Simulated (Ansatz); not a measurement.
# LaNi2B2C (I4/mmm): the equilibrium volume, part 2 of 2

Aim: the volume at which the pressure of LaNi2B2C (I4/mmm) vanishes.

Ansatz 0.2.0; DFT PBEsol, scalar-relativistic, plane waves, PAW.

## (3) Full relaxation

File input.yaml:

```yaml
crystal:
  lattice:
    - [-1.89548075, 1.89548075, 4.92550545]
    - [1.89548075, -1.89548075, 4.92550545]
    - [1.89548075, 1.89548075, -4.92550545]
  atoms:
    - { symbol: B, position: [0.348128, 0.348128, 0.0] }
    - { symbol: B, position: [0.651872, 0.651872, 0.0] }
    - { symbol: C, position: [0.5, 0.5, 0.0] }
    - { symbol: La, position: [0.0, 0.0, 0.0] }
    - { symbol: Ni, position: [0.75, 0.25, 0.5] }
    - { symbol: Ni, position: [0.25, 0.75, 0.5] }
basis:
  ecutwfc: 420
kpoints:
  mp_grid: { grid: [12, 12, 12] }
hamiltonian:
  xc: pbesol
scf:
  occupations: { method: gaussian, width: 0.05 }
output:
  forces: true
  stress: true
  eigenvalues: true
  write_density: true
  write_potential: true
  elf: true
  volumetric_format: npy
relax:
  adjacent_minimum: "off"
  f_tol: 0.005
  max_steps: 80
  cell: { stress_tol: 0.05 }
```

Command:

```console
ansatz run input.yaml --threads 8 --pin off --max-ram 14336MiB --backend cpu --events-out ev --progress --plain --runs-dir out
```

Standard output:

```text
Warning: RAYON_NUM_THREADS=8 ignored (pool sized by the plan → 8); use --threads N
Engine: ansatz 0.2.0, x86_64-unknown-linux-gnu
Pseudopotentials: kind: paw
Pseudopotential: B, paw, valence charge 3, recommended cutoff 420 eV (normal), B.paw.azcp
Pseudopotential: C, paw, valence charge 4, recommended cutoff 420 eV (normal), C.paw.azcp
Pseudopotential: La, paw, valence charge 11, recommended cutoff 420 eV (normal), La.paw.azcp
Pseudopotential: Ni, paw, valence charge 18, recommended cutoff 420 eV (normal), Ni.paw.azcp
Functional definition: PBEsol
  exchange = pbesol_x
  correlation = pbesol_c
Crystal: 6 atoms, lattice volume = 70.786 Å³
Basis set: ecut = 420 eV, 1373 PW (Γ), exchange–correlation on 80×80×80 points (8 copies of the dense FFT grid, shifted against one another)
Bands: 35, of which v1, the nominal top of the filled ones, is band 29 counted from 1 (28 counted from 0)
Symmetry: 16 space group operations
Space group: I4/mmm (ITA 139), of the structure as read, at distance tolerance 4.1e-5 Å
k-points: 163 of 1728
Non-local potential: B, projectors of the file, l = 0: 2, l = 1: 2, l = 2: 1
Non-local potential: C, projectors of the file, l = 0: 2, l = 1: 2, l = 2: 1
Non-local potential: La, projectors of the file, l = 0: 3, l = 1: 2, l = 2: 2, l = 3: 3
Non-local potential: Ni, projectors of the file, l = 0: 3, l = 1: 2, l = 2: 3, l = 3: 1
PAW form: soft (Blöchl's): semilocal exchange-correlation on the pseudo side does not see the compensation charge
PAW frozen core: B, regenerated for the run's functional, and the local potential with it (the file was generated under x = pbe(κ = 0.804, μ = 0.2195149727645171), c = pbe(β = 0.06672455060314922))
PAW frozen core: C, regenerated for the run's functional, and the local potential with it (the file was generated under x = pbe(κ = 0.804, μ = 0.2195149727645171), c = pbe(β = 0.06672455060314922))
PAW frozen core: La, regenerated for the run's functional, and the local potential with it (the file was generated under x = pbe(κ = 0.804, μ = 0.2195149727645171), c = pbe(β = 0.06672455060314922))
PAW frozen core: Ni, regenerated for the run's functional, and the local potential with it (the file was generated under x = pbe(κ = 0.804, μ = 0.2195149727645171), c = pbe(β = 0.06672455060314922))
PAW one-centre angular grid: B, 110 points (default); XC on 64 Gauss nodes
PAW one-centre angular grid: C, 110 points (default); XC on 64 Gauss nodes
PAW one-centre angular grid: La, 590 points (default); XC on 64 Gauss nodes
PAW one-centre angular grid: Ni, 590 points (default); XC on 64 Gauss nodes
Initial density: superposition of atomic densities (neutral atoms: chi_scale 0, normalization atom), corrected by the library's trained network
Initial wavefunctions: pseudopotential atomic-orbital guess
Functional: x = pbesol(κ = 0.804, μ = 0.12345679012345678), c = pbesol(β = 0.046)
SCF iter   1: F=—  HF=-18326.007020 eV  |F-HF|=—  |Δ(HF+E_count)|=         —  Δρ=7.04e-3  dr2=3.68e-2  ethr=1.77e-3  ⟨swp⟩=5.4  Hψ=21356  notcnv=0  defer=1
preconditioner: auto → Kerker (q_TF=auto, 2.632 Å⁻¹)  [metal: Δε(μ)=0.020 eV  Ē_g=7.677 eV  σ=0.050 eV  W_gap=0.23  n_scr=24 (ndim 8)  ℏωp=27.6 eV  f_vac=0.000  D(μ)=2.75/eV (n_scr^D=24)]
SCF iter   2: F=—  HF=-18325.998135 eV  |F-HF|=—  |Δ(HF+E_count)|=   8.89e-3  Δρ=3.27e-3  dr2=1.27e-2  ethr=6.46e-5  ⟨swp⟩=2.0  Hψ=12152  notcnv=0  defer=109
SCF iter   3: F=—  HF=-18325.995525 eV  |F-HF|=—  |Δ(HF+E_count)|=   2.61e-3  Δρ=1.12e-3  dr2=8.90e-4  ethr=2.23e-5  ⟨swp⟩=2.0  Hψ=8017  notcnv=0  defer=109
SCF iter   4: F=—  HF=-18325.995276 eV  |F-HF|=—  |Δ(HF+E_count)|=   2.49e-4  Δρ=2.71e-4  dr2=6.62e-5  ethr=1.56e-6  ⟨swp⟩=2.0  Hψ=8420  notcnv=0  defer=109
SCF iter   5: F=—  HF=-18325.995267 eV  |F-HF|=—  |Δ(HF+E_count)|=   8.66e-6  Δρ=6.33e-5  dr2=3.26e-6  ethr=1.16e-7  ⟨swp⟩=2.1  Hψ=9301  notcnv=0  defer=109
SCF iter   6: F=—  HF=-18325.995267 eV  |F-HF|=—  |Δ(HF+E_count)|=   4.30e-7  Δρ=2.68e-5  dr2=3.61e-7  ethr=5.71e-9  ⟨swp⟩=2.0  Hψ=8257  notcnv=0  defer=109
SCF iter   7: F=-18325.995267 eV  HF=-18325.995267 eV  |F-HF|=1.96e-8  |Δ(HF+E_count)|=   4.16e-8  Δρ=5.41e-6  dr2=2.14e-8  ethr=1.75e-10  ⟨swp⟩=13.6  Hψ=43405  notcnv=0
SCF 1 converged in 7 iterations: F = -18325.995267 eV  dr2 = 2.14e-8
relax step   1: F+E_penalty+E_count = -18325.99526692 eV  Δ(F+E_penalty+E_count) = +0.000e0 eV  max|allowed force component| = 1.123e-1 eV/Å  Δτ_max = 0.0000 Å  P = -5.949 GPa  Ω = 70.786 Å³  (7 SCF iters, dr2 threshold 1.00e-7 eV, accepted)
Crystal: 6 atoms, lattice volume = 68.650 Å³
Basis set: ecut = 420 eV, 1341 PW (Γ), exchange–correlation on 80×80×80 points (8 copies of the dense FFT grid, shifted against one another)
Initial density: handed on by an earlier stage of this run
Initial wavefunctions: those handed on with the density
iter 1 solved again at ethr=2.83e-4 eV; its pass at ethr=3.10e-3 eV (dr2=1.61e-1 eV) is discarded
SCF iter   1: F=—  HF=-18326.060927 eV  |F-HF|=—  |Δ(HF+E_count)|=         —  Δρ=1.56e-2  dr2=1.66e-1  ethr=2.83e-4  ⟨swp⟩=1.1  Hψ=31045  notcnv=0
preconditioner: auto → Kerker (q_TF=auto, 2.645 Å⁻¹)  [metal: Δε(μ)=0.012 eV  Ē_g=7.829 eV  σ=0.050 eV  W_gap=0.13  n_scr=24 (ndim 8)  ℏωp=28.0 eV  f_vac=0.000  D(μ)=2.57/eV (n_scr^D=24)]
SCF iter   2: F=—  HF=-18326.047912 eV  |F-HF|=—  |Δ(HF+E_count)|=   1.30e-2  Δρ=3.50e-3  dr2=1.70e-2  ethr=2.83e-4  ⟨swp⟩=2.0  Hψ=6567  notcnv=0
SCF iter   3: F=—  HF=-18326.045060 eV  |F-HF|=—  |Δ(HF+E_count)|=   2.85e-3  Δρ=1.84e-3  dr2=4.28e-3  ethr=2.98e-5  ⟨swp⟩=2.4  Hψ=7697  notcnv=0
SCF iter   4: F=—  HF=-18326.044563 eV  |F-HF|=—  |Δ(HF+E_count)|=   4.97e-4  Δρ=5.54e-4  dr2=1.80e-4  ethr=7.51e-6  ⟨swp⟩=2.2  Hψ=7467  notcnv=0
SCF iter   5: F=—  HF=-18326.044519 eV  |F-HF|=—  |Δ(HF+E_count)|=   4.41e-5  Δρ=1.34e-4  dr2=1.56e-5  ethr=3.15e-7  ⟨swp⟩=2.1  Hψ=9326  notcnv=0
SCF iter   6: F=—  HF=-18326.044518 eV  |F-HF|=—  |Δ(HF+E_count)|=   4.18e-7  Δρ=4.41e-5  dr2=2.26e-6  ethr=2.73e-8  ⟨swp⟩=2.4  Hψ=9311  notcnv=0
SCF iter   7: F=-18326.044518 eV  HF=-18326.044518 eV  |F-HF|=2.43e-8  |Δ(HF+E_count)|=   4.06e-7  Δρ=1.20e-5  dr2=7.50e-8  ethr=1.05e-9  ⟨swp⟩=11.3  Hψ=47388  notcnv=0
SCF 2 converged in 7 iterations: F = -18326.044518 eV  dr2 = 7.50e-8
  Residual-converged pass: ⟨swp⟩=1.0  Hψ=6358  notcnv=0  max |occ|·‖R‖ = 7.1e-9 eV (tolerance 1.0e-8 eV)  dr2=7.50e-8  dr2_onsite=7.06e-8  max |Δocc| = 3.4e-10
relax step   2: F+E_penalty+E_count = -18326.04451772 eV  Δ(F+E_penalty+E_count) = -4.925e-2 eV  max|allowed force component| = 1.830e-1 eV/Å  Δτ_max = 0.0012 Å  P = -0.749 GPa  Ω = 68.650 Å³  energy of the carried Pulay correction = +1.942e-3 eV  (7 SCF iters, dr2 threshold 6.00e-7 eV, accepted)
Crystal: 6 atoms, lattice volume = 68.282 Å³
Basis set: ecut = 420 eV, 1333 PW (Γ), exchange–correlation on 80×80×80 points (8 copies of the dense FFT grid, shifted against one another)
iter 1 solved again at ethr=2.52e-6 eV; its pass at ethr=3.10e-3 eV (dr2=1.44e-3 eV) is discarded
SCF iter   1: F=—  HF=-18326.047221 eV  |F-HF|=—  |Δ(HF+E_count)|=         —  Δρ=1.60e-3  dr2=1.16e-3  ethr=2.52e-6  ⟨swp⟩=2.0  Hψ=30067  notcnv=0
preconditioner: auto → Kerker (q_TF=auto, 2.647 Å⁻¹)  [metal: Δε(μ)=0.013 eV  Ē_g=7.870 eV  σ=0.050 eV  W_gap=0.14  n_scr=24 (ndim 8)  ℏωp=28.1 eV  f_vac=0.000  D(μ)=2.56/eV (n_scr^D=24)]
SCF iter   2: F=—  HF=-18326.047084 eV  |F-HF|=—  |Δ(HF+E_count)|=   1.37e-4  Δρ=3.85e-4  dr2=8.12e-5  ethr=2.04e-6  ⟨swp⟩=2.3  Hψ=7186  notcnv=0
SCF iter   3: F=—  HF=-18326.047059 eV  |F-HF|=—  |Δ(HF+E_count)|=   2.48e-5  Δρ=1.49e-4  dr2=1.50e-5  ethr=1.42e-7  ⟨swp⟩=2.1  Hψ=7573  notcnv=0
SCF iter   4: F=—  HF=-18326.047057 eV  |F-HF|=—  |Δ(HF+E_count)|=   2.16e-6  Δρ=6.59e-5  dr2=3.56e-6  ethr=2.63e-8  ⟨swp⟩=2.0  Hψ=8271  notcnv=0
iter 5 did not close the SCF: its close was put off for the readings that it lacked (scf_convergence_deferred on its scf_iter line)
SCF iter   5: F=-18326.047056 eV  HF=-18326.047056 eV  |F-HF|=1.48e-7  |Δ(HF+E_count)|=   4.84e-7  Δρ=9.62e-6  dr2=1.49e-7  ethr=6.24e-9  ⟨swp⟩=1.8  Hψ=6425  notcnv=0
SCF iter   6: F=-18326.047056 eV  HF=-18326.047056 eV  |F-HF|=1.13e-8  |Δ(HF+E_count)|=   1.55e-8  Δρ=3.54e-6  dr2=1.58e-8  ethr=2.61e-10  ⟨swp⟩=6.8  Hψ=39779  notcnv=0
SCF 3 converged in 6 iterations: F = -18326.047056 eV  dr2 = 1.58e-8
relax step   3: F+E_penalty+E_count = -18326.04705636 eV  Δ(F+E_penalty+E_count) = -2.539e-3 eV  max|allowed force component| = 1.037e-1 eV/Å  Δτ_max = 0.0057 Å  P = +0.103 GPa  Ω = 68.282 Å³  energy of the carried Pulay correction = +2.283e-3 eV  (6 SCF iters, dr2 threshold 6.00e-7 eV, accepted)
Crystal: 6 atoms, lattice volume = 68.270 Å³
iter 1 solved again at ethr=4.78e-6 eV; its pass at ethr=3.10e-3 eV (dr2=2.73e-3 eV) is discarded
SCF iter   1: F=—  HF=-18326.047938 eV  |F-HF|=—  |Δ(HF+E_count)|=         —  Δρ=1.61e-3  dr2=2.64e-3  ethr=4.78e-6  ⟨swp⟩=2.1  Hψ=27539  notcnv=0
preconditioner: auto → Kerker (q_TF=auto, 2.647 Å⁻¹)  [metal: Δε(μ)=0.003 eV  Ē_g=7.874 eV  σ=0.050 eV  W_gap=0.03  n_scr=24 (ndim 8)  ℏωp=28.1 eV  f_vac=0.000  D(μ)=2.56/eV (n_scr^D=24)]
SCF iter   2: F=—  HF=-18326.047654 eV  |F-HF|=—  |Δ(HF+E_count)|=   2.84e-4  Δρ=6.61e-4  dr2=5.85e-4  ethr=4.63e-6  ⟨swp⟩=1.3  Hψ=5770  notcnv=0
SCF iter   3: F=—  HF=-18326.047542 eV  |F-HF|=—  |Δ(HF+E_count)|=   1.12e-4  Δρ=2.67e-4  dr2=8.39e-5  ethr=1.03e-6  ⟨swp⟩=2.0  Hψ=7850  notcnv=0
SCF iter   4: F=—  HF=-18326.047532 eV  |F-HF|=—  |Δ(HF+E_count)|=   1.02e-5  Δρ=8.56e-5  dr2=5.34e-6  ethr=1.47e-7  ⟨swp⟩=2.1  Hψ=6885  notcnv=0
iter 5 did not close the SCF: its close was put off for the readings that it lacked (scf_convergence_deferred on its scf_iter line)
SCF iter   5: F=-18326.047530 eV  HF=-18326.047531 eV  |F-HF|=2.05e-7  |Δ(HF+E_count)|=   1.65e-6  Δρ=1.89e-5  dr2=3.15e-7  ethr=9.37e-9  ⟨swp⟩=2.0  Hψ=9024  notcnv=0
SCF iter   6: F=-18326.047530 eV  HF=-18326.047530 eV  |F-HF|=2.49e-8  |Δ(HF+E_count)|=   9.64e-8  Δρ=6.08e-6  dr2=3.92e-8  ethr=5.53e-10  ⟨swp⟩=7.8  Hψ=42750  notcnv=0
SCF 4 converged in 6 iterations: F = -18326.047530 eV  dr2 = 3.92e-8
relax step   4: F+E_penalty+E_count = -18326.04753041 eV  Δ(F+E_penalty+E_count) = -4.741e-4 eV  max|allowed force component| = 2.938e-2 eV/Å  Δτ_max = 0.0067 Å  P = -0.036 GPa  Ω = 68.270 Å³  energy of the carried Pulay correction = +2.294e-3 eV  (6 SCF iters, dr2 threshold 6.00e-7 eV, accepted)
iter 1 solved again at ethr=9.75e-8 eV; its pass at ethr=3.10e-3 eV (dr2=5.56e-5 eV) is discarded
SCF iter   1: F=—  HF=-18326.047571 eV  |F-HF|=—  |Δ(HF+E_count)|=         —  Δρ=2.42e-4  dr2=5.53e-5  ethr=9.75e-8  ⟨swp⟩=1.3  Hψ=24535  notcnv=0
preconditioner: auto → Kerker (q_TF=auto, 2.647 Å⁻¹)  [metal: Δε(μ)=0.006 eV  Ē_g=7.873 eV  σ=0.050 eV  W_gap=0.07  n_scr=24 (ndim 8)  ℏωp=28.1 eV  f_vac=0.000  D(μ)=2.54/eV (n_scr^D=24)]
SCF iter   2: F=—  HF=-18326.047568 eV  |F-HF|=—  |Δ(HF+E_count)|=   2.89e-6  Δρ=1.17e-4  dr2=1.36e-5  ethr=9.69e-8  ⟨swp⟩=1.8  Hψ=6145  notcnv=0
SCF iter   3: F=—  HF=-18326.047561 eV  |F-HF|=—  |Δ(HF+E_count)|=   7.38e-6  Δρ=2.56e-5  dr2=7.45e-7  ethr=2.39e-8  ⟨swp⟩=2.0  Hψ=8328  notcnv=0
SCF iter   4: F=—  HF=-18326.047561 eV  |F-HF|=—  |Δ(HF+E_count)|=   1.09e-7  Δρ=1.40e-5  dr2=7.60e-8  ethr=1.31e-9  ⟨swp⟩=2.0  Hψ=7986  notcnv=0
iter 5 did not close the SCF: its close was put off for the readings that it lacked (scf_convergence_deferred on its scf_iter line)
SCF iter   5: F=-18326.047561 eV  HF=-18326.047561 eV  |F-HF|=8.33e-9  |Δ(HF+E_count)|=   1.66e-8  Δρ=2.99e-6  dr2=8.89e-9  ethr=1.33e-10  ⟨swp⟩=2.0  Hψ=9442  notcnv=0
SCF iter   6: F=-18326.047561 eV  HF=-18326.047561 eV  |F-HF|=6.26e-10  |Δ(HF+E_count)|=   1.79e-9  Δρ=6.71e-7  dr2=7.85e-10  ethr=1.56e-11  ⟨swp⟩=5.9  Hψ=35520  notcnv=0
SCF 5 converged in 6 iterations: F = -18326.047561 eV  dr2 = 7.85e-10
relax step   5: F+E_penalty+E_count = -18326.04756076 eV  Δ(F+E_penalty+E_count) = -3.035e-5 eV  max|allowed force component| = 1.352e-4 eV/Å  Δτ_max = 0.0011 Å  P = -0.000 GPa  Ω = 68.270 Å³  energy of the carried Pulay correction = +2.294e-3 eV  (6 SCF iters, dr2 threshold 5.40e-8 eV, accepted)
Initial wavefunctions: pseudopotential atomic-orbital guess (no wavefunctions were taken with the density)
iter 1 solved again at ethr=2.18e-7 eV; its pass at ethr=3.10e-3 eV (dr2=1.24e-4 eV) is discarded
SCF iter   1: F=—  HF=-18326.045536 eV  |F-HF|=—  |Δ(HF+E_count)|=         —  Δρ=8.95e-5  dr2=8.60e-7  ethr=2.18e-7  ⟨swp⟩=4.0  Hψ=38519  notcnv=0
preconditioner: auto → Kerker (q_TF=auto, 2.647 Å⁻¹)  [metal: Δε(μ)=0.007 eV  Ē_g=7.872 eV  σ=0.050 eV  W_gap=0.07  n_scr=24 (ndim 8)  ℏωp=28.1 eV  f_vac=0.000  D(μ)=2.55/eV (n_scr^D=24)]
SCF iter   2: F=—  HF=-18326.045538 eV  |F-HF|=—  |Δ(HF+E_count)|=   2.01e-6  Δρ=4.79e-5  dr2=3.07e-7  ethr=1.51e-9  ⟨swp⟩=2.2  Hψ=10368  notcnv=0
SCF iter   3: F=—  HF=-18326.045538 eV  |F-HF|=—  |Δ(HF+E_count)|=   2.74e-7  Δρ=1.39e-5  dr2=1.67e-8  ethr=5.38e-10  ⟨swp⟩=2.0  Hψ=8147  notcnv=0
SCF iter   4: F=—  HF=-18326.045538 eV  |F-HF|=—  |Δ(HF+E_count)|=   2.55e-8  Δρ=1.71e-6  dr2=5.80e-10  ethr=2.94e-11  ⟨swp⟩=2.0  Hψ=10334  notcnv=0
SCF iter   5: F=—  HF=-18326.045538 eV  |F-HF|=—  |Δ(HF+E_count)|=  3.06e-10  Δρ=7.29e-7  dr2=2.26e-10  ethr=1.02e-12  ⟨swp⟩=2.0  Hψ=10248  notcnv=0
SCF iter   6: F=-18326.045538 eV  HF=-18326.045538 eV  |F-HF|=0.00e0  |Δ(HF+E_count)|=  2.18e-11  Δρ=1.17e-7  dr2=1.10e-11  ethr=1.00e-12  ⟨swp⟩=6.3  Hψ=31265  notcnv=0
SCF 6 converged in 6 iterations: F = -18326.045538 eV  dr2 = 1.10e-11
relax step   6: F+E_penalty+E_count = -18326.04553785 eV  Δ(F+E_penalty+E_count) = +2.023e-3 eV  max|allowed force component| = 6.987e-4 eV/Å  Δτ_max = 0.0000 Å  P = -0.034 GPa  Ω = 68.270 Å³  stress off target by 4.71e-2 GPa  SCF on the basis re-selected at this cell (its energy is not comparable with the rows above)  (6 SCF iters)
basis re-selected at this cell: Δ(F+E_penalty+E_count) = +2.023e-3 eV, ΔP = -0.033 GPa vs the last step (what re-selecting the basis moved, of the pressure what is left beyond the Pulay correction that the steps carried, after the strain that the cell walked since its last selection, with what the two solves' SCF thresholds leave and, on support functions, any second-order correction that the steps lacked; it is no measure of the basis error at this ecutwfc). This SCF's stress stands 4.71e-2 GPa from its target on what of the cell is left free (relax.cell.stress_tol is 5.00e-2 GPa) and its largest allowed force component is 6.99e-4 eV/Å (relax.f_tol is 5.00e-3 eV/Å): within both
SCF converged after 6 iterations
Free energy (F): -18326.045538 eV
Harris-Foulkes:  -18326.045538 eV  (|F-HF|=0.00e0)
Internal energy: -18326.042354 eV  (E = F + TS)
E sigma→0 (E₀):  -18326.043946 eV
Entropy (-TS):   -0.003184 eV (-0.531 meV/atom)
Fermi energy:    14.852857 eV
--- Per-component energies (eV) ---
  E_band       = -611.545239
  E_kinetic    = 951.270468
  E_local      = -9655.858243  (includes V_loc(G=0)·N_el)
  E_nonlocal   = 1421.059731
  E_hartree    = 4152.410018
  E_xc         = -422.210562
  E_vxc        = -505.710760  (∫ρ·V_xc dr)
  E_paw        = -8766.452795  (= ΣΔE_a)
  E_vpaw       = -1127.127829  (= ΣTr[D̂ρ^β])
  E_aug_tail   = 0.001021  (compensation charges beyond the density's cutoff)
  E_ewald      = -6006.876601
  E_core_change = 0.614610  (= ΣΔE_core)
  E_smearing   = -0.003184  (= −TS)
  E_closure    = -0.000000  (closes the sum)
  Σ components = -18326.045538   (vs F -18326.045538, Δ=0.00e0)
--- Forces (eV/Å), atoms counted from 1 ---
  atom   1  B      0.00000000    -0.00000000     0.00069867
  atom   2  B      0.00000000     0.00000000    -0.00069867
  atom   3  C      0.00000000     0.00000000     0.00000000
  atom   4  La    -0.00000000     0.00000000     0.00000000
  atom   5  Ni     0.00000000     0.00000000    -0.00000000
  atom   6  Ni    -0.00000000    -0.00000000     0.00000000
  max |Σ_I F_I| component: 1.39e-17 eV/Å
--- Stress (GPa, compression-positive) ---
       -0.026695      -0.000000      -0.000000
       -0.000000      -0.026695      -0.000000
       -0.000000      -0.000000      -0.047146
  P = ⅓ Tr σ = -0.0335 GPa (-0.335 kbar)
--- Band table (eV; the first three rows and the last of 163) ---
  k-point 0: bands = ["-88.2210", "-88.2109", "-48.8564", "-48.8564", "-48.8009", "-48.8009", "-48.6467", "-48.6352", "-16.8810", "-0.9454", "-0.4963", "-0.4963", "1.9055", "6.4390", "6.7161", "10.2518", "11.0416", "11.0416", "11.6080", "12.3432", "12.3432", "12.7991", "13.0850", "13.5634", "13.6758", "13.6758", "13.7572", "13.7572", "14.1644", "14.2277", "17.2111", "17.5199", "18.0581", "18.0794", "18.1902"]
  k-point 1: bands = ["-88.2206", "-88.2113", "-48.8568", "-48.8524", "-48.8050", "-48.8005", "-48.6463", "-48.6356", "-16.8688", "-0.9226", "-0.7323", "-0.5582", "2.2538", "6.5656", "6.6511", "10.2981", "10.7132", "11.0756", "11.7019", "12.0140", "12.3916", "12.7531", "13.0677", "13.3991", "13.4789", "13.5098", "13.6171", "13.6928", "14.3649", "14.8063", "17.0721", "17.6534", "18.0697", "18.0849", "18.1552"]
  k-point 2: bands = ["-88.2197", "-88.2122", "-48.8580", "-48.8412", "-48.8164", "-48.7995", "-48.6453", "-48.6367", "-16.8359", "-1.1351", "-0.8623", "-0.7226", "2.8837", "6.5131", "6.9007", "10.0981", "10.4465", "11.1817", "11.2441", "11.8468", "12.4094", "12.5609", "13.0141", "13.1957", "13.3026", "13.3355", "13.5484", "13.7436", "14.5397", "15.8207", "16.5163", "17.8929", "18.0568", "18.0783", "18.0890"]
  k-point 162: bands = ["-88.2210", "-88.2109", "-48.8564", "-48.8564", "-48.8009", "-48.8009", "-48.6467", "-48.6352", "-16.8762", "-1.1970", "-0.4952", "-0.4952", "2.1604", "5.5893", "9.1748", "9.3788", "11.1279", "11.1279", "11.4836", "11.4836", "11.6195", "12.3148", "13.5539", "13.5640", "13.7732", "13.7732", "14.1304", "14.1644", "15.4586", "16.0475", "16.0475", "17.3765", "17.9606", "17.9606", "18.0954"]
--- Relaxed structure (5 steps of the walk, 5 accepted, 1 SCFs on fresh bases) ---
  F+E_penalty+E_count = -18326.04553785 eV   max|allowed force component| = 6.987e-4 eV/Å   (the final SCF, on the basis selected at the relaxed cell)
  cell:  # Å, volume = 68.2698 Å³
    - [-1.8718080904940422, 1.8718080904940422, 4.871310154163628]
    - [1.8718080904940422, -1.8718080904940422, 4.871310154163628]
    - [1.8718080904940422, 1.8718080904940422, -4.871310154163628]
  atoms:
    - { symbol: B, position: [0.346860712465826, 0.346860712465826, 2.1485484318134755e-35] }
    - { symbol: B, position: [0.6531392875341738, 0.6531392875341738, 8.3830541960951e-35] }
    - { symbol: C, position: [0.49999999999999994, 0.49999999999999994, -3.6247595706066896e-35] }
    - { symbol: La, position: [2.5680664601973396e-20, 2.568066460197337e-20, -6.985440695012198e-35] }
    - { symbol: Ni, position: [0.7499999999999999, 0.24999999999999997, 0.4999999999999999] }
    - { symbol: Ni, position: [0.24999999999999997, 0.7499999999999999, 0.4999999999999999] }
```

Wall time 23 s (8 threads of AMD EPYC 7B13 (Zen 3), shared host); peak memory 0.84 GiB.

Relaxation path:

```tsv
step	energy from step 1 (meV/atom)	largest force component (eV/Å)	pressure (GPa)	volume (Å³/atom)
1	0.0	0.112	-5.95	11.798
2	-8.2	0.183	-0.75	11.442
3	-8.6	0.104	0.10	11.380
4	-8.7	0.029	-0.04	11.378
5	-8.7	0.000	0.00	11.378
6	-8.4	0.001	-0.03	11.378
```

Step 1 is the start. Step 6 repeats the geometry before it on a plane-wave basis chosen anew for the final cell, which shifts the energy by +0.3 meV/atom. The run keeps the 16 symmetry operations that it found, so it can't reach a distortion that breaks them.

In short: volume 11.378 Å³/atom, pressure -0.03 GPa, a metal on this mesh.

## (4) The cell, before and after

The cell before and after:

| cell as typed | before | after | change |
| --- | --- | --- | --- |
| a (Å) | 5.608 | 5.544 | -1.1 % |
| b (Å) | 5.608 | 5.544 | -1.1 % |
| c (Å) | 5.608 | 5.544 | -1.1 % |
| α (°) | 140.49 | 140.54 | +0.05° |
| β (°) | 140.49 | 140.54 | +0.05° |
| γ (°) | 57.11 | 57.04 | -0.07° |
| volume (Å³/atom) | 11.798 | 11.378 | -3.6 % |
| shortest distance (Å) | 1.496 | 1.492 | -0.3 % |
| space group | I4/mmm | I4/mmm | same |

## (5) Summary of results

This closing draws on all 2 parts. Changes of volume or cell count from the first structure of part 1.

| quantity | value |
| --- | --- |
| volume | 11.378 Å³/atom |
| pressure | -0.03 GPa |
| conventional cell | a = 3.744 Å, b = 3.744 Å, c = 9.743 Å, α = 90.00°, β = 90.00°, γ = 90.00° |
| gap on the mesh | none (metal) |

**Reading.** Over the 2 runs shown the cell moved from 11.80 to 11.38 Å³/atom, a change of -3.6 %, where the pressure is zero within 0.03 GPa. Spin polarisation wasn't allowed in this run.
